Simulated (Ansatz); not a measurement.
This script for an equation of state with a fit of SnO, space group P4/nmm with Ansatz's Python interface holds a mistake.

The script, `eos.py`:
```python
"""Equation of state of SnO."""

import ansatz as az
from ase.eos import EquationOfState
from ase.units import GPa
import numpy as np

XC = "PBE"
CUTOFF_EV = 420
FILLING = "fixed"
KGRID = (6, 6, 4)

vectors0 = np.array([
    [3.7986, 0.0, 0.0],
    [0.0, 3.7986, 0.0],
    [0.0, 0.0, 4.8408],
])
sites = [
    ("Sn", [0.5, 0.0, 0.2369]),
    ("Sn", [0.0, 0.5, 0.7631]),
    ("O", [0.0, 0.0, 0.0]),
    ("O", [0.5, 0.5, 0.0]),
]


def build(cell):
    crystal = az.Crystal(lattice=az.Lattice.of(cell))
    for symbol, position in sites:
        crystal = crystal.atom(symbol, position)
    return crystal

# scale the volume, keep shape and fractions
volumes, energies, pressures = [], [], []
for scale in np.linspace(0.95, 1.07, 5):
    cell = vectors0 * scale ** (1 / 3)
    job = (
        build(cell).calculation()
        .functional(XC)
        .pseudopotentials("paw")
        .basis(CUTOFF_EV)
        .occupations(FILLING)
        .kpoints(*KGRID)
        .stress()
    )
    r = job.run(threads=1).report
    volumes.append(abs(np.linalg.det(cell)) / len(sites))
    energies.append(r["free_energy_ev"] / len(sites))
    pressures.append(np.trace(r["stress_gpa"]) / 3)
    print(f"V = {volumes[-1]:8.4f} A^3/atom  F = {energies[-1]:.5f} eV/atom  P = {pressures[-1]:8.3f} GPa")

eos = EquationOfState(volumes, energies, eos="murnaghan")
v0, e0, bulk = eos.fit()
print(f"V0 = {v0:.4f} A^3/atom, E0 = {e0:.5f} eV/atom, B = {bulk / GPa:.1f} GPa")
```

```console
$ python eos.py
RunWarning: iter 1: σ=0 fill of 20 bands saw a band overlap (occupied 11.0436 eV > unoccupied 10.9081 eV) — on an unconverged iterate often a transient of an unconverged empty band; one that stands at the close is told there (band_overlap_at_count); if the run fails to converge, the spectrum is likely genuinely metallic at σ=0 — use a smearing of finite width or the tetrahedron method (which not every kind of run takes: see the entry of scf.occupations.method in the input reference), with at [...]
RunWarning: the bands overlap at the fill by count (20 filled at each k-point of a channel): the highest filled level, 11.048929 eV at k-index 0, stands 0.1480 eV over the lowest empty one, 10.900892 eV at k-index 27, so that a fill of the lowest levels lies lower and no gap is reported. A metal, or a carrier in a host's bands, wants a smearing of finite width or the tetrahedron method (`scf.occupations.method`). A defect's level that its images broaden is meant whole, and this fill is then the [...]
V =  16.5893 A^3/atom  F = -3295.79421 eV/atom  P =   10.893 GPa
V =  17.1132 A^3/atom  F = -3295.82343 eV/atom  P =    7.073 GPa
V =  17.6370 A^3/atom  F = -3295.84105 eV/atom  P =    3.808 GPa
V =  18.1609 A^3/atom  F = -3295.84882 eV/atom  P =    1.021 GPa
V =  18.6848 A^3/atom  F = -3295.84814 eV/atom  P =   -1.369 GPa
V0 = 18.3746 A^3/atom, E0 = -3295.84949 eV/atom, B = 84.8 GPa
```
(Warnings from the package without file and line, shortened, repeats left out.)

No error stopped it. What is wrong with the input all the same?

The fault: fixed occupations, though the bands overlap at this level of theory. The correction:

```diff
--- before
+++ after
@@ -9,3 +9,4 @@
 CUTOFF_EV = 420
-FILLING = "fixed"
+FILLING = "fermi_dirac"
+SMEARING_WIDTH = 0.05
 KGRID = (6, 6, 4)
@@ -40,3 +41,3 @@
         .basis(CUTOFF_EV)
-        .occupations(FILLING)
+        .occupations(FILLING, width=SMEARING_WIDTH)
         .kpoints(*KGRID)
```

With that change:

```console
$ python eos.py
V =  16.5893 A^3/atom  F = -3295.79536 eV/atom  P =   10.661 GPa
V =  17.1132 A^3/atom  F = -3295.82397 eV/atom  P =    6.934 GPa
V =  17.6370 A^3/atom  F = -3295.84126 eV/atom  P =    3.746 GPa
V =  18.1609 A^3/atom  F = -3295.84890 eV/atom  P =    0.997 GPa
V =  18.6848 A^3/atom  F = -3295.84817 eV/atom  P =   -1.378 GPa
V0 = 18.3712 A^3/atom, E0 = -3295.84954 eV/atom, B = 84.3 GPa
```

What to keep in mind:
- Absolute energies stand on the zero of these potentials, so only differences at equal settings mean something.
- Shape and fractional positions are held along the curve, so the bulk modulus is an upper value where they are free to relax, by a factor of two or more in layered or hydrogen-bonded cells.
- Pressure is positive in compression.
- The structure is a deposited one; some such entries were measured under pressure or heat, so a shift against it needn't be the functional's error alone.
- Finished in 16 s on 1 thread of Arm Neoverse V1, with other jobs on the host, peak memory 0.41 GiB.
